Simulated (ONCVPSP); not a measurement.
# Pseudopotential generation for Pt: ONCV, PBE

Aim: build the potential from the settings below, then test how well it stands in for the atom: other configurations, scattering, ghost states and the plane-wave cutoff that it needs.

Method: ONCVPSP 4.0.1.1 (patched build), PBE, scalar-relativistic.

## Step 1: Settings

The settings as typed:

```
element                 : platinum (Pt, Z = 78)
type                    : optimised norm-conserving Vanderbilt (ONCV)
frozen core             : [Kr] 4d10
valence charge          : 32
reference configuration : 4f14 5s2 5p6 5d9 6s1
partial waves           : 5s+6s: rc 1.70 bohr, ncon 4, nbas 7, qcut 7.5 1/bohr, 3 projectors, debl 3.6 Ha; 5p: rc 1.05 bohr, ncon 4, nbas 7, qcut 9.2 1/bohr, 2 projectors, debl 0.7 Ha; 5d: rc 2.00 bohr, ncon 4, nbas 9, qcut 7.6 1/bohr, 1 projector; 4f: rc 0.80 bohr, ncon 5, nbas 10, qcut 23.1 1/bohr, local
local potential         : the f channel
core correction         : polynomial model core, fcfact 0.4
```

The outer shells as boxes (Hund's rule for the drawing; the calculation is spin-unpolarised):

```
[Kr] core
4d [↑↓][↑↓][↑↓][↑↓][↑↓]
4f [↑↓][↑↓][↑↓][↑↓][↑↓][↑↓][↑↓]
5s [↑↓]
5p [↑↓][↑↓][↑↓]
5d [↑↓][↑↓][↑↓][↑↓][↑ ]
6s [↑ ]
```

An earlier all-electron run gives the scale for the radii.

All-electron outer shells of the reference configuration (PBE, scalar-relativistic, ld1.x):

```
shell  level (eV)  outermost node (bohr)  outermost maximum (bohr)
   4d     -306.83                   0.20                      0.42
   5s     -101.82                   0.49                      0.87
   4f      -70.08                      –                      0.38
   5p      -56.02                   0.53                      0.98
   5d       -6.14                   0.57                      1.26
   6s       -5.66                   1.14                      2.38
   6p       -0.84                   1.36                      3.69
```

## Step 2: The generation run

Pt.dat

```
# ATOM AND REFERENCE CONFIGURATION
# atsym  z   nc   nv     iexc    psfile
  Pt 78.00    9    5        4      upf
#
#   n    l    f
    1    0    2.00
    2    0    2.00
    2    1    6.00
    3    0    2.00
    3    1    6.00
    3    2   10.00
    4    0    2.00
    4    1    6.00
    4    2   10.00
    4    3   14.00
    5    0    2.00
    5    1    6.00
    5    2    9.00
    6    0    1.00
#
# PSEUDOPOTENTIAL AND OPTIMIZATION
# lmax
    3
#
#   l,   rc,      ep,       ncon, nbas, qcut
    0    1.70    0.00    4    7    7.50
    1    1.05    0.00    4    7    9.20
    2    2.00    0.00    4    9    7.60
    3    0.80    0.00    5   10   23.10
#
# LOCAL POTENTIAL
# lloc, lpopt,  rc(5),   dvloc0
    3    5    0.80    0.00
#
# VANDERBILT-KLEINMAN-BYLANDER PROJECTORs
# l, nproj, debl
    0    3    3.60
    1    2    0.70
    2    1    2.40
    3    0    0.90
#
# MODEL CORE CHARGE
# icmod, fcfact, rcfact
    1    0.40    0.00
#
# LOG DERIVATIVE ANALYSIS
# epsh1, epsh2, depsh
   -5.00    5.00    0.04
#
# OUTPUT GRID
# rlmax, drl
    6.00    0.01
#
# TEST CONFIGURATIONS
# ncnf
    4
# nvcnf
#   n    l    f
    5
    4    3   14.00
    5    0    2.00
    5    1    6.00
    5    2    9.00
    6    0    0.00
#
    5
    4    3   14.00
    5    0    2.00
    5    1    6.00
    5    2    8.00
    6    0    0.00
#
    5
    4    3   14.00
    5    0    2.00
    5    1    6.00
    5    2    7.00
    6    0    0.00
#
    5
    4    3   14.00
    5    0    2.00
    5    1    5.00
    5    2    9.00
    6    0    1.00
#
```

The run is started by

```
$ oncvpsp.x < Pt.dat > Pt.out
```

Q: Predict the outcome of this session. Wanted: cutoffs for 1 and 0.1 mHa per electron, occupied waves; bound ghosts; GHOST(+) flags; largest test error; largest phase difference near zero energy, channels read; rms error of d²Exc/dn², without and with the model core; projector energies reset by the program.

**Answer**, as computed:

```
                                                quantity                                               value
  cutoffs for 1 and 0.1 mHa per electron, occupied waves                                   233 Ha and 253 Ha
                                            bound ghosts  s at -1084.38 eV, p at -595.72 eV, d at -322.44 eV
                                          GHOST(+) flags                                         s at 389 eV
                            largest test error (AE − PS)                   -71 meV, for 4f14 5s2 5p5 5d9 6s1
largest phase difference near zero energy, channels read                                           0.026 rad
 rms error of d²Exc/dn², without and with the model core                                   6.11 and 2.29 mHa
                 projector energies reset by the program                                 p: -2.059, 0.250 Ha
```

**Reading.** It has a bound ghost (s, p, d), a state that the atom doesn't have, and that rules the file out. Close by lies the frozen 4d level (-306.8 eV). The worst unpolarised test, 4f14 5s2 5p5 5d9 6s1, is off by 71 meV on 62.2 eV; by total energies transferability rates as fair. That test lies far up in energy; among those under 40 eV, nearer to bonding, the largest error is 6.6 meV. By its cutoff, 233 Ha for the looser tolerance, it is very hard. At the looser tolerance the 4f wave is the slowest; 5p needs 40 Ha. Near zero energy the phases of the channels with partial waves agree within 0.026 rad. The program also flags highly localised states, GHOST(+) (s).
